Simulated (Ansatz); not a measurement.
## CsCaBr₃, space group Pm-3m: Wannier functions of the valence bands, step by step

Computed with Ansatz 0.2.0 through its Python package.

The cells in order, each with its output:

```python
from dataclasses import dataclass
from pathlib import Path

import ansatz as az
import tomllib


@dataclass(frozen=True)
class Settings:
    xc: str = 'pbesol'
    cutoff: int = 470
    kmesh: tuple[int, ...] = (4, 4, 4)
    smearing: str = 'fixed'


opts = Settings()
```

```python
cscabr3 = (
    az.Lattice.of([5.708666, 0.0, 0.0], [0.0, 5.708666, 0.0], [0.0, 0.0, 5.708666])
    .atom('Cs', [0.0, 0.0, 0.0])
    .atom('Ca', [0.5, 0.5, 0.5])
    .atom('Br', [0.5, 0.0, 0.5])
    .atom('Br', [0.0, 0.5, 0.5])
    .atom('Br', [0.5, 0.5, 0.0])
)
```

```python
cscabr3.resolved().tree()['lattice']
```

    ((5.708666, 0.0, 0.0), (0.0, 5.708666, 0.0), (0.0, 0.0, 5.708666))

```python
job = (
    cscabr3.calculation()
    .functional(opts.xc)
    .basis(opts.cutoff)
    .kpoints(*opts.kmesh)
    .occupations(opts.smearing)
    .wannier(mesh=(4, 4, 4), projections=[az.TrialShell('Br', 'p')], minimise=True)
)
result = job.run(runs_dir='w90')
spreads = tomllib.loads(Path(result.output_folder, 'results', 'wannier.spreads.toml').read_text())
print('converged:', spreads['converged'], 'in', spreads['n_iter'], 'steps; least projectability', round(spreads['least_projectability'], 3))
print('invariant, diagonal, off-diagonal spread (A^2):', *(round(spreads[k], 4) for k in ('omega_i_ang2', 'omega_d_ang2', 'omega_od_ang2')))
for function in spreads['wannier']:
    print('centre', [round(v, 3) for v in function['r']], 'spread', round(function['spread'], 4))
```

    converged: True in 7 steps; least projectability 0.94
    invariant, diagonal, off-diagonal spread (A^2): 16.7991 0.0 0.0411
    centre [2.854, -0.0, 2.854] spread 1.8507
    centre [2.854, 2.854, -0.0] spread 1.8507
    centre [-0.0, 2.854, 2.854] spread 1.8507
    centre [2.854, 2.854, 0.0] spread 1.8814
    centre [2.854, -0.0, 2.854] spread 1.8814
    centre [2.854, 2.854, -0.0] spread 1.8814
    centre [-0.0, 2.854, 2.854] spread 1.8814
    centre [-0.0, 2.854, 2.854] spread 1.8814
    centre [2.854, 0.0, 2.854] spread 1.8814

This cell is a computed structure, which may not be the phase found in nature. Finished in 14 s on 1 thread of Arm Neoverse V1, with other jobs on the host, peak memory 0.47 GiB.
